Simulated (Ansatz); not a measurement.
# Si3Ge: the cost of one run

Program: Ansatz 0.2.0. Level of theory: DFT PBEsol, scalar-relativistic, plane waves, PAW. These are calculated values, not measurements.

That is the level of the relaxation; later steps name their own.

1 further run of the same task is left out (set aside as unsound or not needed).

### Step 1. The structure to begin with

The structure is monoclinic, space group Cm (No. 8). Conventional cell: a = 13.438 Å, b = 7.758 Å, c = 7.760 Å, α = 90.00°, β = 125.26°, γ = 90.00°. Around Ge (site symmetry 1) lie 3 Si at 2.38 to 2.39 Å and 1 Ge at 2.42 Å. Around Ge (site symmetry m) lie 4 Si at 2.38 to 2.40 Å. Around Si (site symmetry m) lie 3 Si at 2.35 to 2.37 Å and 1 Ge at 2.38 Å. Si (site symmetry m) is surrounded by 4 Si at 2.35 to 2.37 Å. Si (site symmetry m) is surrounded by 3 Si at 2.36 to 2.37 Å and 1 Ge at 2.38 Å. Around Si (site symmetry 1) lie 4 Si at 2.36 to 2.38 Å. Si (site symmetry m) is surrounded by 1 Si at 2.35 Å and 3 Ge at 2.38 Å. Ge (site symmetry m) is surrounded by 2 Si at 2.38 Å and 2 Ge at 2.42 Å. Only part of the 12 independent sites is listed.

As a file:

```
CELL_PARAMETERS angstrom
-0.00021 5.48597 5.48606
5.48670 -0.00094 5.48679
5.48576 5.48576 0.00000
ATOMIC_POSITIONS crystal
Ge 0.37654 0.37654 0.37049
Ge 0.37654 0.37654 0.87643
Ge 0.37513 0.87495 0.37496
Si 0.37642 0.87078 0.87640
Si 0.87490 0.37521 0.37495
Si 0.87076 0.37642 0.87641
Si 0.87493 0.87497 0.37491
Si 0.87493 0.87497 0.87519
Si 0.24588 0.25127 0.25143
Ge 0.24693 0.24707 0.75300
Si 0.24711 0.75282 0.24736
Si 0.24711 0.75282 0.75271
Si 0.75424 0.24850 0.24852
Si 0.75424 0.24850 0.74874
Si 0.75415 0.74876 0.24855
Si 0.75018 0.74990 0.74996
```

This cell was relaxed beforehand with the same method: volume 20.64 Å³/atom, gap on the mesh 0.40 eV.

### Step 2. Band edges over the whole zone

input.yaml

```yaml
crystal:
  lattice:
    - [-0.0002081789, 5.4859672711, 5.4860569886]
    - [5.4866988694, -0.0009397772, 5.486788587]
    - [5.4857590922, 5.4857590922, 0.0]
  atoms:
    - { symbol: Ge, position: [0.3765418262, 0.3765362549, 0.3704940075] }
    - { symbol: Ge, position: [0.3765418262, 0.3765362549, 0.8764279114] }
    - { symbol: Ge, position: [0.3751323764, 0.8749537085, 0.3749569576] }
    - { symbol: Si, position: [0.3764228543, 0.8707824278, 0.8763973589] }
    - { symbol: Si, position: [0.8748955431, 0.3752065555, 0.3749489507] }
    - { symbol: Si, position: [0.8707630247, 0.3764229498, 0.8764070127] }
    - { symbol: Si, position: [0.8749339961, 0.8749675666, 0.3749112587] }
    - { symbol: Si, position: [0.8749339961, 0.8749675666, 0.8751871785] }
    - { symbol: Si, position: [0.2458808308, 0.251266829, 0.2514261701] }
    - { symbol: Ge, position: [0.2469317685, 0.2470686942, 0.7529997687] }
    - { symbol: Si, position: [0.2471107024, 0.7528169125, 0.247357456] }
    - { symbol: Si, position: [0.2471107024, 0.7528169125, 0.7527149291] }
    - { symbol: Si, position: [0.7542368596, 0.2484985767, 0.2485224297] }
    - { symbol: Si, position: [0.7542368596, 0.2484985767, 0.748742134] }
    - { symbol: Si, position: [0.7541452711, 0.7487567387, 0.2485489951] }
    - { symbol: Si, position: [0.7501815625, 0.749903475, 0.7499574812] }
basis:
  ecutwfc: 420
kpoints:
  mp_grid: { grid: [6, 6, 6] }
  band_path: { path: [VBM, CBM], npoints: 2 }
hamiltonian:
  xc: pbesol
scf:
  occupations: { method: gaussian, width: 0.02 }
output:
  forces: true
  stress: true
  eigenvalues: true
```

Command:

```sh
> ansatz run input.yaml --threads 4 --pin off --max-ram 10240MiB --backend cpu --events-out ev --progress --plain --runs-dir out
```

Q: Estimate wall time and peak memory on 4 threads of Arm Neoverse V1, shared host.

About 4.3 min, with a peak of 1.5 GiB.
